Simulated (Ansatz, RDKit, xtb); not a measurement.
**C4H3ClN2O: ranking a sample of isomers**

A sample of isomers of C4H3ClN2O is drawn. Aim: find which of them has the lowest free energy at 298.15 K, then its properties. The sample is small against all isomers, and the most stable one of this formula need not be in it.

Plan: many cheap relaxations first (GFN2-xTB), then density-functional screening, relaxation at B3LYP-D3(BJ)/def2-SVP, vibrations (at GFN2-xTB) and a final energy. The numbers are computed, not measured.

## Step 1: Candidates

Isomers were taken from a list of plausible structures; this is a sample, not all of them. That gives 14 candidates.

```tsv
label	SMILES	spin
c061	N=Cc1cc(Cl)on1	singlet
c111	C=Nc1nocc1Cl	singlet
c155	O=Cc1n[nH]cc1Cl	singlet
c336	[O-][n+]1cnccc1Cl	singlet
c357	[O-][n+]1cc(Cl)ccn1	singlet
c414	C=Nc1cc(Cl)on1	singlet
c529	O=Cn1ccnc1Cl	singlet
c619	[O-][n+]1ncccc1Cl	singlet
c647	C=Cc1nnc(Cl)o1	singlet
c655	C=Nc1cnoc1Cl	singlet
c740	[O-][n+]1ccnc(Cl)c1	singlet
c809	[O-][n+]1cccnc1Cl	singlet
c847	C=Cc1nc(Cl)no1	singlet
c948	N#C/C(Cl)=C\C(N)=O	singlet
```

Candidates are built by distance geometry, with a force field where one applies, in up to four conformers (letters a to d).

**Question.** With final energies at CCSD(T)/def2-SVP + MP2/def2-TZVPP - MP2/def2-SVP, which structure will this search put lowest in free energy, and by what margin?

| quantity | value |
| --- | --- |
| lowest structure found | O=Cn1ccnc1Cl, singlet |
| next finalist | O=Cc1n[nH]cc1Cl, singlet, 14.5 kcal/mol higher in G |
| share at equilibrium, among the finalists | 100.0 % |

The search ends on `O=Cn1ccnc1Cl`. The margin of 14.5 kcal/mol over the next finalist is beyond the usual error of the last level; it says nothing of structures that weren't ranked. GFN2-xTB, HF/STO-3G, r2SCAN-D4/def2-SVP, B3LYP-D3(BJ)/def2-SVP, HF/def2-SVP and MP2/def2-SVP already put its bonding pattern lowest among the structures in one piece. Lowest found is not proven lowest: the search is finite, and each finalist counts with one conformer. Only 14 drawn patterns were tried, so whole families of isomers are missing, and the result ranks this sample alone. The lowest isomer need not be the one that is made and kept in a bottle, which depends on barriers.
